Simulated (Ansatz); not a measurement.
# ClGeH7Si2: up Jacob's ladder to CCSD(T)

The task here is to estimate one member of a computed series from the others.

Program: Ansatz 0.2.0, Gaussian basis. Level of theory: functionals in def2-TZVPP, the program's frozen cores in correlated methods. These are calculated values, not measurements.

The runs, in order: LDA (SPW92), PBE-D4, revPBE-D4, BLYP-D4, r2SCAN-D4, B97M-V, PBE0-D4, B3LYP-D4, r2SCANh-D4, r2SCAN0-D4, HSE06-D4, BHLYP-D4, CAM-B3LYP-D4, LC-ωPBE, ωB97X-V, ωB97M-V, B2PLYP, PBE-QIDH; CCSD(T)/def2-SVP; CCSD(T)/def2-TZVPP; MP2/def2-QZVPP; extrapolation to the limit; RPA on PBE.

## The geometry

An earlier PBE0-D4 in a triple-zeta def2 set relaxation fixed the geometry.

SMILES `[SiH3][GeH2][SiH2]Cl`, 11 atoms, charge 0, spin multiplicity 1.

Atoms are counted from 1 here; the program's logs count them from 0.

Bond lengths: Si1–Ge2 2.379 Å, Si1–H5 1.485 Å, Si1–H6 1.486 Å, Si1–H7 1.486 Å, Ge2–Si3 2.377 Å, Ge2–H8 1.539 Å, Ge2–H9 1.541 Å, Si3–Cl4 2.065 Å, Si3–H10 1.484 Å, Si3–H11 1.484 Å. Angles: Ge2–Si1–H5 109.6°, Ge2–Si1–H6 110.4°, Ge2–Si1–H7 109.3°, H5–Si1–H6 109.3°, H5–Si1–H7 109.2°, H6–Si1–H7 109.0°, Si1–Ge2–Si3 109.7°, Si1–Ge2–H8 110.5°, Si1–Ge2–H9 110.6°, Si3–Ge2–H8 109.1°, Si3–Ge2–H9 108.8°, H8–Ge2–H9 108.0°, Ge2–Si3–Cl4 108.3°, Ge2–Si3–H10 111.0°, Ge2–Si3–H11 113.0°, Cl4–Si3–H10 107.5°, Cl4–Si3–H11 107.6°, H10–Si3–H11 109.1°.

Set-up of the first run:

in.yaml reads:

```yaml
crystal:
  periodic: [false, false, false]
  atoms:
    - {symbol: Si, position_ang: [-1.289874, 1.422994, 0.428169]}
    - {symbol: Ge, position_ang: [0.066175, -0.466446, 0.927819]}
    - {symbol: Si, position_ang: [1.342903, -1.065958, -0.985283]}
    - {symbol: Cl, position_ang: [0.064630, -1.208903, -2.600739]}
    - {symbol: H, position_ang: [-2.276895, 1.064421, -0.621478]}
    - {symbol: H, position_ang: [-2.011602, 1.878604, 1.645147]}
    - {symbol: H, position_ang: [-0.429185, 2.529192, -0.066796]}
    - {symbol: H, position_ang: [-0.807674, -1.662562, 1.344950]}
    - {symbol: H, position_ang: [1.028824, -0.151824, 2.089300]}
    - {symbol: H, position_ang: [2.349632, -0.022497, -1.302675]}
    - {symbol: H, position_ang: [2.028263, -2.373921, -0.837813]}
basis:
  gaussian: {orbitals: def2-TZVPP}
hamiltonian: {xc: lda}
output: {orbitals: {seedname: orbitals}}
```

Command:

```console
$ ansatz run in.yaml --threads 4 --pin off --events-out ev --progress --plain --max-ram 10444MiB
```

Among the steps run: LDA; PBE-D4 (GGA); revPBE-D4 (GGA); BLYP-D4 (GGA); r2SCAN-D4 (meta-GGA); B97M-V (meta-GGA); PBE0-D4 (hybrid); B3LYP-D4 (hybrid); r2SCANh-D4 (hybrid); r2SCAN0-D4 (hybrid); HSE06-D4 (hybrid); BHLYP-D4 (hybrid); CAM-B3LYP-D4 (range-separated); LC-ωPBE (range-separated); ωB97X-V (range-separated); ωB97M-V (range-separated); B2PLYP (double hybrid); PBE-QIDH (double hybrid).

One table of the session follows, with a row left open; its other results are not shown here.

It belongs to the step «Frontier levels by functional». 

```
  functional  HOMO (eV)  gap (eV)
 LDA (SPW92)      -6.93      5.34
      PBE-D4      -6.83      5.47
   revPBE-D4      -6.79      5.53
     BLYP-D4      -6.67      5.49
   r2SCAN-D4      -7.10      6.02
      B97M-V      -7.23      6.00
     PBE0-D4      -7.92      7.38
    B3LYP-D4      -7.71      7.01
  r2SCANh-D4      -7.50      6.70
  r2SCAN0-D4      -8.09      7.71
    HSE06-D4          ?         ?
    BHLYP-D4      -8.88      9.27
CAM-B3LYP-D4      -9.14      9.66
     LC-ωPBE     -10.43     12.03
     ωB97X-V     -10.11     11.60
     ωB97M-V      -9.90     11.11
```

**Question.** Estimate the row for HSE06-D4.

**Answer.** HOMO (eV): -7.53; gap (eV): 6.62. In the column «HOMO (eV)» it lies between B3LYP-D4 (-7.71) and r2SCANh-D4 (-7.50).
